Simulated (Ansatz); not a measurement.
# LaMg6Mn: equation of state with PBE

LaMg6Mn:

```xyz
8
Lattice="5.1161 0.0000 0.0000 0.0000 3.3152 5.7580 0.0000 -3.3152 5.7580" Properties=species:S:1:pos:R:3 pbc="T T T"
La    2.5581    0.0000    7.7718
Mn    0.0000    0.0000    9.6288
Mg    2.5581    0.0000    1.8719
Mg    2.5581   -1.7320    4.8261
Mg    2.5581    1.7320    4.8261
Mg    0.0000    0.0000    3.8385
Mg    0.0000   -1.7306    6.6504
Mg    0.0000    1.7306    6.6504
```

The cell comes from a database or a generator and needn't be the stable form of this composition.

```yaml
Program: Ansatz 0.2.0
Task: equation of state
Functional: PBE
Potentials_or_basis: Ansatz PAW
Cutoff: 420 eV
Density_cutoff: 1680 eV
k_mesh: 5 × 5 × 5
Occupations: fermi-dirac, width 0.05 eV
Spin: collinear spin, ferromagnetic start
Starting_moments: "[0.0, 4.0, 0.0, 0.0, 0.0, 0.0, 0.0, 0.0] μB"
```

| Quantity | Value |
| --- | --- |
| Equilibrium volume | 24.24 Å³/atom |
| Bulk modulus at fixed shape and positions | 35 GPa |
| Pressure derivative of the bulk modulus | 3.7 |

Energy against volume, from the lowest point:
| volume (Å³/atom) | energy (meV/atom) |
| --- | --- |
| 22.950 | 8.10 |
| 23.438 | 2.95 |
| 23.927 | 0.32 |
| 24.415 | 0.00 |
| 24.903 | 1.77 |
| 25.392 | 5.44 |
| 25.880 | 10.85 |

All runs of the series together: 120 s on 4 threads of Intel(R) Xeon(R) Platinum 8259CL CPU @ 2.50GHz (Skylake/Cascade Lake), on a shared host.

Caveat: the cell was scaled at fixed shape and fractional positions, which overstates the stiffness of a crystal with free parameters, most of all of layers and chains. Spin-orbit coupling is left out, which matters for the levels of La.
